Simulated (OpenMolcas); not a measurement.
# Ag³⁺ among point charges: CASSCF and CASPT2 levels and susceptibility

How does a field of 5 point charges split the states of Ag³⁺, and what χT follows?

The numbers are computed with OpenMolcas 26.06 (state-averaged CASSCF and CASPT2, spin-orbit coupling by RASSI with atomic mean-field integrals), except any that are marked as measured or tabulated.

## 1. The atom as given

| Property | Result |
| --- | --- |
| Species | Ag³⁺ (silver, Z = 47, 44 electrons) |
| Basis | ANO-RCC-VDZP [6s5p3d1f], 43 functions |
| Scalar Hamiltonian | DKH2, point nucleus |
| Inactive shells | 1s 2s 2p 3s 3p 3d 4s 4p |
| Active space | 8 electrons in 5 orbitals (4d) |
| Some configurations of this space | 4d⁸ |
| Orbitals | optimised for each spin and parity, averaged over all roots |

Outer shells as boxes (Hund's rule):

4d8
```
4d [↑↓][↑↓][↑↓][↑ ][↑ ]
```

The ion sits among 5 point charges of -2 e arranged as a square pyramid (C4v), 1.97 Å from the ion, with the axial distance 2.069 Å.

The work runs as a chain of OpenMolcas steps in one folder; each step below is one input file. Labels, J, g values, rates, χT and fits are worked out afterwards by a script from the matrices that RASSI stores.

## 2. GATEWAY and SEWARD: basis and integrals

The input, a.inp:

```
&GATEWAY
Coord
1

Ag 0.0 0.0 0.0
Basis=ANO-RCC-VDZP
Group=NoSym
NoMove
AngMom=0.0 0.0 0.0
AMFI
XField
5 Angstrom 0
1.970000 0.000000 0.000000 -2.000000
0.000000 1.970000 0.000000 -2.000000
-1.970000 0.000000 0.000000 -2.000000
0.000000 -1.970000 0.000000 -2.000000
0.000000 0.000000 2.068500 -2.000000
&SEWARD
```

Run with:

```console
> OMP_NUM_THREADS=1 MOLCAS_MEM=1689 MOLCAS_PROJECT=a pymolcas a.inp > a.log
```

## 3. Reference wave functions, triplets, 10 roots

The input, a.inp:

```
&RASSCF
FileOrb=start.orb
Symmetry=1
Spin=3
nActEl=8 0 0
Inactive=18
Ras2=5
CIRoot=10 10 1
SDav=10
CIMx=300
Iter=120 100
PrWF=0.3
OrbListing=Nothing
MaxOrb=0
>>> COPY $Project.JobIph JOB001
```

start.orb holds the contracted functions of the basis, ordered by shell, or the orbitals of the step before.

## 4. Reference wave functions, singlets, 15 roots

The input, a.inp:

```
&RASSCF
FileOrb=start.orb
Symmetry=1
Spin=1
nActEl=8 0 0
Inactive=18
Ras2=5
CIRoot=15 15 1
SDav=15
CIMx=300
Iter=120 100
PrWF=0.3
OrbListing=Nothing
MaxOrb=0
>>> COPY $Project.JobIph JOB002
```

## 5. State interaction with spin-orbit coupling

The input, a.inp:

```
&RASSI
NrOfJobIphs=2 10 15
1 2 3 4 5 6 7 8 9 10
1 2 3 4 5 6 7 8 9 10 11 12 13 14 15
IphNames
JOB001
JOB002
EJob
SpinOrbit
DIPRint=1.0
SOCoupling=1000.0
Subsets=2
Property=9
'ANGMOM' 1 'ANGMOM' 2 'ANGMOM' 3 'MLTPL  1' 1 'MLTPL  1' 2 'MLTPL  1' 3
'AMFI' 1 'AMFI' 2 'AMFI' 3
SOProperty=3
'ANGMOM' 1 'ANGMOM' 2 'ANGMOM' 3
```

## 6. CASPT2: IPEA 0.25, imaginary shift 0.1 (closed shells correlated: 4s 4p)

The input, a.inp:

```
>>> COPY JOB001 $Project.JobIph
&CASPT2
Multistate=10 1 2 3 4 5 6 7 8 9 10
NoMult
Frozen=14
IPEA=0.25
Imaginary=0.1
MaxIter=60
WThr=0.0 0.3 0.05
PrWF=0.5
NoMix
>>> COPY JOB002 $Project.JobIph
&CASPT2
Multistate=15 1 2 3 4 5 6 7 8 9 10 11 12 13 14 15
NoMult
Frozen=14
IPEA=0.25
Imaginary=0.1
MaxIter=60
WThr=0.0 0.3 0.05
PrWF=0.5
NoMix
```

(Steps that only read results are left out.)

What does the calculation give? Wanted: spin-free ground state; first state of the same spin within the active space; lowest level; next level.

As calculated:

| quantity | value |
| --- | --- |
| method | SS-CASPT2, IPEA 0.25, imaginary shift 0.1 (closed shells correlated: 4s 4p) |
| spin-free ground state | triplet, 2-fold in its orbital part |
| first state of the same spin within the active space | triplet at 21.1 cm⁻¹ |
| lowest level | 1-fold |
| next level | 429.8 cm⁻¹ |
| χT at 300 K | 2.56 cm³ K/mol |
| effective moment at 300 K | 4.52 μB |

Cost by method:

| method | time of its own steps | time with the reference |
| --- | --- | --- |
| A. CASSCF | 5.7 s | 5.7 s |
| B. SS-CASPT2, IPEA 0.25, imaginary shift 0.1, +4s 4p | 2.6 s | 8.3 s |

Times are of one thread on a shared host.

What this shows: The spin-free ground state (triplet) comes to 96 % from free-ion F terms and keeps the highest spin of the shell. χT at 300 K is 2.56, against 1.00 cm³ K/mol for the spin alone, so orbital moment adds to it. The field of point charges can differ much from that of real complexes. This is an electrostatic model: the charges have no orbitals.
